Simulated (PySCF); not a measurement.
# CH₃NOSi: electronic excitations and core binding energies

What electronic excitations and core binding energies should CH₃NOSi (`N#C[SiH2]O`) show?

The runs use PySCF 2.14.0, with density-fitted response routines of our own; the level of theory stands in each step. All values are computed, except where a source is named. Atoms count from 0, in the outputs and in this text.

## Step 1: Starting geometry

7 atoms, charge 0, multiplicity 1; geometry from: GFN2-xTB.

Bonds of the start (Å): N0–C1 1.15, C1–Si2 1.87, Si2–O3 1.62, Si2–H4 1.45, Si2–H5 1.46, O3–H6 0.95.

## Step 2: Ultraviolet spectrum: PBE0/def2-SVPD

Job settings and geometry (Å):

```
{"job": {"kind": "uv", "xc": "PBE0", "basis": "def2-SVPD", "nstates": 8, "ntriplets": 3}, "charge": 0, "multiplicity": 1}
N      2.514671    -0.590737     0.257518
C      1.453598    -0.180397     0.124198
Si    -0.283269     0.495605    -0.076815
O     -1.317215    -0.708013    -0.398103
H     -0.342386     1.307862    -1.279152
H     -0.580332     1.156989     1.193383
H     -1.441735    -1.476405     0.151893
```

With the program's defaults for keys left out, this is: TDDFT PBE0/def2-SVPD, vertical, gas phase, core orbitals frozen in the response.

Launch:

```
$ OMP_NUM_THREADS=1 python probes_run.py task.json out
```

This one command runs all jobs of the session in turn.

**Question.** This job is followed by: delta-SCF UKS SCAN, pcX-2 on the ionised atom, pcseg-1 elsewhere, spin-free X2C. Predict these results of the whole session: lowest singlet (PBE0/def2-SVPD); brightest single state of those computed; lowest triplet; surface potential, 1st and 99th percentile; N1s binding energies, SCAN/pcX-2; C1s binding energies, SCAN/pcX-2; Si1s binding energies, SCAN/pcX-2; Si2p binding energies, SCAN/pcX-2; O1s binding energies, SCAN/pcX-2.

**Answer**, as computed:

| quantity | value |
| --- | --- |
| lowest singlet (PBE0/def2-SVPD) | 6.82 eV (182 nm), f = 0.002 |
| brightest single state of those computed | state 8, 8.54 eV, f = 0.062 |
| lowest triplet | 5.84 eV |
| surface potential, 1st and 99th percentile | -1.63 V and 2.84 V |
| N1s binding energies, SCAN/pcX-2 | N0 405.52 eV |
| C1s binding energies, SCAN/pcX-2 | C1 291.95 eV |
| Si1s binding energies, SCAN/pcX-2 | Si2 1848.63 eV |
| Si2p binding energies, SCAN/pcX-2 | Si2 108.86 eV |
| O1s binding energies, SCAN/pcX-2 | O3 539.48 eV |

The first singlet state (HOMO→LUMO 0.77, HOMO−1→LUMO 0.09) lies at 6.82 eV and is weak; of the 8 states computed, the strongest absorption comes from state 8 at 8.54 eV (the last computed, so partners may be missing). The lowest triplet lies 0.98 eV below the lowest singlet (triplets in Tamm-Dancoff, singlets in full TDDFT). By nearest atom (PBE0/def2-SVPD), the HOMO sits on H5 27 %; O3 27 % and the LUMO on C1 20 %; N0 19 %.
